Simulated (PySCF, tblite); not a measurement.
# C5H11BFN: geometry, infrared bands and NMR shifts

Aim: predict the infrared bands and NMR shifts of C5H11BFN (`C#[N+][B@-](C)(F)C(C)C`).

The runs use tblite 0.8.0 and PySCF 2.14.0, with density-fitted response routines of our own; the level of theory stands in each step. All values are computed, except where a source is named. Atoms count from 0, in the outputs and in this text.

### 1 Starting geometry

19 atoms, charge 0, multiplicity 1; geometry from: force field or distance geometry start.

Bonds of the start (Å): C0–N1 1.16, N1–B2 1.49, B2–C3 1.59, B2–F4 1.45, B2–C5 1.65, C5–C6 1.54, C5–C7 1.54, C0–H8 1.06, C3–H9 1.12, C3–H10 1.12, C3–H11 1.10, C5–H12 1.11, C6–H13 1.11, C6–H14 1.12, C6–H15 1.11, C7–H16 1.11, C7–H17 1.12, C7–H18 1.11.

### 2 Optimising the geometry with GFN2-xTB

What the job is given:

```
{"job": {"kind": "relax", "xc": "GFN2-xTB", "basis": "xTB"}, "charge": 0, "multiplicity": 1}
C      1.900500     1.884000     0.501700
N      1.397900     0.947000     0.036200
B      0.782600    -0.277100    -0.539900
C      1.454600    -1.577700     0.084200
F      1.030500    -0.285100    -1.969600
C     -0.845900    -0.259000    -0.293900
C     -1.508400     0.906700    -1.043800
C     -1.195700    -0.196800     1.205400
H      2.343600     2.747100     0.921400
H      0.862900    -2.490600    -0.164700
H      1.513900    -1.497800     1.195800
H      2.479900    -1.704400    -0.307300
H     -1.258900    -1.203100    -0.695200
H     -1.300800     0.835000    -2.132700
H     -2.613900     0.872400    -0.898900
H     -1.143600     1.883500    -0.651500
H     -0.798600     0.723300     1.677200
H     -2.307100    -0.212900     1.325900
H     -0.803400    -1.085200     1.742100
```

Launch:

```console
OMP_NUM_THREADS=1 python probes_run.py task.json out
```

The driver reads the jobs from task.json and runs them one after another.

**Question.** This job is followed by: GFN2-xTB harmonic vibrations, gas phase; GIAO PBE0/pcSseg-1 NMR shielding, non-relativistic, gas phase. What will the session give for the following? strongest single infrared mode (GFN2-xTB); zero-point energy (GFN2-xTB); 13C shifts against TMS (PBE0/pcSseg-1); 1H shifts against TMS (PBE0/pcSseg-1, means over atoms taken as alike); 15N shifts against NH3 (PBE0/pcSseg-1); 11B shifts against BF3·OEt2 (PBE0/pcSseg-1); 19F shifts against CFCl3 (PBE0/pcSseg-1).

As calculated:

```
                                                              quantity                              value
                             strongest single infrared mode (GFN2-xTB)              2205 cm⁻¹, 237 km/mol
                                          zero-point energy (GFN2-xTB)                      96.7 kcal/mol
                                13C shifts against TMS (PBE0/pcSseg-1)  113.5, 31.2, 21.1, 18.2, 12.8 ppm
1H shifts against TMS (PBE0/pcSseg-1, means over atoms taken as alike)   4.55, 1.19, 0.87, 0.67, 0.12 ppm
                                15N shifts against NH3 (PBE0/pcSseg-1)                          240.6 ppm
                           11B shifts against BF3·OEt2 (PBE0/pcSseg-1)                           -4.2 ppm
                              19F shifts against CFCl3 (PBE0/pcSseg-1)                         -236.7 ppm
```

Over 86 steps the energy fell by 0.258 eV; of the close pairs, B2–F4 changed most, 1.451 to 1.389 Å. No mode is imaginary among the 51: a minimum at this level. The strongest single mode, at 2205 cm⁻¹, moves mainly N1 and C0. GFN2-xTB is a fitted tight-binding method: band positions and strengths are rough. Its intensities can rank the bands wrongly. At PBE0/pcSseg-1: The widest tensor belongs to N1: span 498 ppm, with a paramagnetic part of -305 ppm.
